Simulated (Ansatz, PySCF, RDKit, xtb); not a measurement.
# GeSi2H6: a search for the lowest isomer

Task: start from the formula GeSi2H6, draw up candidate structures, narrow them down in stages, and characterise the one that lies lowest at 298.15 K.

The funnel: GFN2-xTB relaxations, single points with a density functional, relaxations at PBE-D3(BJ)/def2-SVP, harmonic vibrations, and a last energy at a higher level. All values are calculated.

7 further runs of the same task are left out: 7 set aside as unsound or not needed.

### Step 1. Possible bonding patterns

All bonding patterns within simple valence rules are listed by program: one Lewis structure each, at most two rings and one unusual centre or charged pair. O–O, O–halogen and N–halogen bonds and N–N–N chains are not drawn. That gives 14 candidates.

```
label                SMILES     spin
 c134     [SiH][GeH2][SiH3]  triplet
 c234     [SiH][SiH2][GeH3]  triplet
 c254    [SiH2]=[SiH][GeH3]  singlet
 c292    [SiH2]=[GeH][SiH3]  singlet
 c301     [SiH3][SiH2][GeH]  triplet
 c570      [SiH3][Ge][SiH3]  triplet
 c749      [SiH3][Si][GeH3]  singlet
 c765     [SiH3][SiH2][GeH]  singlet
 c774      [SiH3][Si][GeH3]  triplet
 c828    [SiH3][SiH]=[GeH2]  singlet
 c840     [SiH][SiH2][GeH3]  singlet
 c885  [SiH2]1[SiH2][GeH2]1  singlet
 c889      [SiH3][Ge][SiH3]  singlet
 c903     [SiH][GeH2][SiH3]  singlet
```

Candidates are built by distance geometry, with a force field where one applies, in up to four conformers (letters a to d). 6 starts with atoms placed at random are added, to find patterns that the rules miss.

Q: Predict the outcome of this search (final energies at CCSD(T)/def2-TZVP).

| quantity | value |
| --- | --- |
| lowest structure found | [SiH2]1[SiH2][GeH2]1, singlet, C2v |
| next finalist | [SiH3][Ge][SiH3], singlet, 3.4 kcal/mol higher in G |
| share at equilibrium, among the finalists | 99.7 % |
| harmonic wavenumbers, lowest and highest (PBE-D3(BJ)/def2-SVP) | 176 and 2187 cm⁻¹ |
| rotational constants, same geometry | 0.1657, 0.1023, 0.06819 cm⁻¹ |
| dipole moment (PBE0/def2-TZVPD) | 0.03 D |
| HOMO energy (PBE0/def2-TZVPD) | -6.76 eV |
| LUMO energy (PBE0/def2-TZVPD) | -1.00 eV |
| HOMO–LUMO gap (PBE0/def2-TZVPD) | 5.76 eV |
| lowest excitation (TD-B3LYP/def2-SVPD) | 4.50 eV (f = 0.000) |
| strongest of the states computed, same level | 5.23 eV (f = 0.038) |
| lowest triplet excitation, same level, Tamm-Dancoff | 4.07 eV |
| vertical ionisation energy | 8.59 eV |
| vertical electron affinity | -0.55 eV (unbound: the value depends on the basis) |
| vertical triplet less singlet | +3.93 eV |

`[SiH2]1[SiH2][GeH2]1` comes out lowest. The margin, 3.4 kcal/mol, is modest. PBE-D3(BJ)/def2-SVP and MP2/def2-TZVP already put its bonding pattern lowest among the structures in one piece; HF/def2-TZVP favours the singlet [SiH3][Ge][SiH3]. The search is not exhaustive (a finite list of starts, one conformer a finalist), so a lower isomer can't be ruled out. Patterns outside the rules of the enumeration were met only by chance.
